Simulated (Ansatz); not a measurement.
Run this with Ansatz's Python interface and show what comes out.

`run_plus_u.py`:
```python
# -*- coding: utf-8 -*-
'''DFT+U scan for CaOsO3.'''

import ansatz as az
import numpy as np

K_LENGTH = 20
XC = 'pbesol'
OCCUPATIONS = 'Marzari-Vanderbilt'
TOLERANCE = 1e-09


def count_gap(report):
    # lowest empty less highest filled band, counting bands; zero where they overlap
    return max(report.get('gap_by_band_count_ev') or 0.0, 0.0)

lattice = az.Lattice.of(
    (3.952163, 0.0, 0.0),
    (0.0, 3.952163, 0.0),
    (0.0, 0.0, 3.952163),
)
sites = [
    ('Ca', (0.0, 0.0, 0.0)),
    ('Os', (0.5, 0.5, 0.5)),
    ('O', (0.5, 0.5, 0.0)),
    ('O', (0.5, 0.0, 0.5)),
    ('O', (0.0, 0.5, 0.5)),
]
cell = az.Crystal(lattice=lattice)
for symbol, position in sites:
    cell = cell.atom(symbol, position)

setup = (
    cell.calculation()
    .kpoints(length=K_LENGTH)
    .functional(XC)
    .occupations(OCCUPATIONS)
    .scf(tolerance=TOLERANCE)
    .band_table()
)
rows = []
for u in [1.0, 3.0, 5.0, 7.0]:
    data = setup.hubbard('Os', 'd', u_eff=u).run(threads=1).report
    shell = data['hubbard']['n_scf']
    rows.append((u, count_gap(data), sum(shell) / len(shell), data['n_iterations']))
lines = [','.join(['U_eff eV', 'gap by band count eV', 'Os d occupation (projector)', 'iterations'])] + [','.join(f'{v:.4f}' if isinstance(v, float) else str(v) for v in row) for row in rows]
print('\n'.join(lines))
with open('plus_u.csv', 'w') as handle:
    handle.write('\n'.join(lines) + '\n')
```

Output of `python run_plus_u.py`:
```text
DeckWarning: basis.ecutwfc = 420 eV, auto-derived from the records' recommended cutoffs: set by Ca (normal level)
U_eff eV,gap by band count eV,Os d occupation (projector),iterations
1.0000,0.0000,6.2101,10
3.0000,0.0000,6.2347,10
5.0000,0.0000,6.2603,10
7.0000,0.0000,6.2867,11
```
(Warnings from the package without file and line.)

The run is spin-unpolarised. For a metal this k-point mesh is coarse: on a finer one energies can move by several to tens of meV an atom and pressures by half a GPa or more, differences at one mesh by less. A gap by band count of zero or less means overlapping bands, a metal. A Hubbard U without spin forces both spins into the same orbitals, which can open a gap or pick a state that a spin-polarised run wouldn't. This cell is a computed structure, which may not be the phase found in nature. Levels are Kohn-Sham eigenvalues on this mesh, without spin-orbit coupling. Shell occupations and the effect of U depend on the projectors; a run with no .spin step is spin-unpolarised, and each U may end in a state that isn't the lowest. Wall time of the script: 9.5 s on 1 thread of Arm Neoverse V1 (shared host), peak memory 0.38 GiB.
